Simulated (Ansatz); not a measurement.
# PdAu3: the cost of one run

Program: the Python package of Ansatz 0.2.0. Level of theory: DFT PBEsol+D3(BJ), plane waves, PAW. These are calculated values, not measurements.

### Step 1. The structure

Symmetry: Pm-3m, No. 221, cubic system. The conventional cell has a = 4.071 Å, b = 4.071 Å, c = 4.071 Å, α = 90.00°, β = 90.00°, γ = 90.00°. Pd (site symmetry m-3m) has 12 Au at 2.88 Å as nearest neighbours. Au (site symmetry 4/mmm) is surrounded by 4 Pd at 2.88 Å and 8 Au at 2.88 Å.

No structure file is read: the coordinates are typed or built in the script.

### Step 2. The code

The input, pdau3_smear.py:

```python
"""Smearing width test for PdAu3."""

import csv

import ansatz as az

XC = "pbesol"
VDW = "d3bj"
ECUT = 470

lattice = az.Lattice.of(
    (4.071083, 0.0, 0.0),
    (0.0, 4.071083, 0.0),
    (0.0, 0.0, 4.071083),
)
sites = [
    ("Pd", (0.0, 0.0, 0.0)),
    ("Au", (0.0, 0.5, 0.5)),
    ("Au", (0.5, 0.0, 0.5)),
    ("Au", (0.5, 0.5, 0.0)),
]
cell = az.Crystal(lattice=lattice)
for symbol, position in sites:
    cell = cell.atom(symbol, position)

job = (
    cell.calculation()
    .functional(XC, dispersion=VDW)
    .basis(ECUT)
    .pseudopotentials("paw")
    .kpoints(5)
    .stress()
)

rows = []
for value in [0.3, 0.2, 0.1, 0.05]:
    data = job.occupations("methfessel_paxton", width=value).run().report
    rows.append((value, data["free_energy_ev"] / len(data["lattice"]["sites"]), data["n_iterations"], sum(data["stress_gpa"][i][i] for i in range(3)) / 3, data["n_kpoints"]))

with open("smear.csv", "w", newline="") as handle:
    writer = csv.writer(handle)
    writer.writerow(["width (eV)", "F/atom (eV)", "iterations", "P (GPa)", "k-points"])
    writer.writerows([round(v, 5) if isinstance(v, float) else v for v in row] for row in rows)

# differences from the last row
for row in rows[:-1]:
    shift = 1000 * (row[1] - rows[-1][1])
    print(f"{row[0]}: {shift:+.2f} meV/atom" + ("  (within 1 meV)" if abs(shift) < 1 else ""))
```

### Step 3. The calls as engine input

The package turns the script's settings into the engine's input (first run):

```yaml
crystal:
  lattice:
    - [4.071083, 0.0, 0.0]
    - [0.0, 4.071083, 0.0]
    - [0.0, 0.0, 4.071083]
  atoms:
    - { symbol: Pd, position: [0.0, 0.0, 0.0] }
    - { symbol: Au, position: [0.0, 0.5, 0.5] }
    - { symbol: Au, position: [0.5, 0.0, 0.5] }
    - { symbol: Au, position: [0.5, 0.5, 0.0] }
basis:
  ecutwfc: 470.0
kpoints:
  mp_grid:
    grid: [5, 5, 5]
hamiltonian:
  xc: pbesol
  dispersion: d3bj
  pseudopotentials:
    kind: paw
scf:
  occupations:
    method: methfessel_paxton
    width: 0.3
output:
  stress: true
```

### Step 4. The run

The run is started by

```
$ python pdau3_smear.py
```

Q: Estimate wall time and peak memory on 1 thread of Arm Neoverse V1, shared host.

About 8.6 s, with a peak of 0.39 GiB.
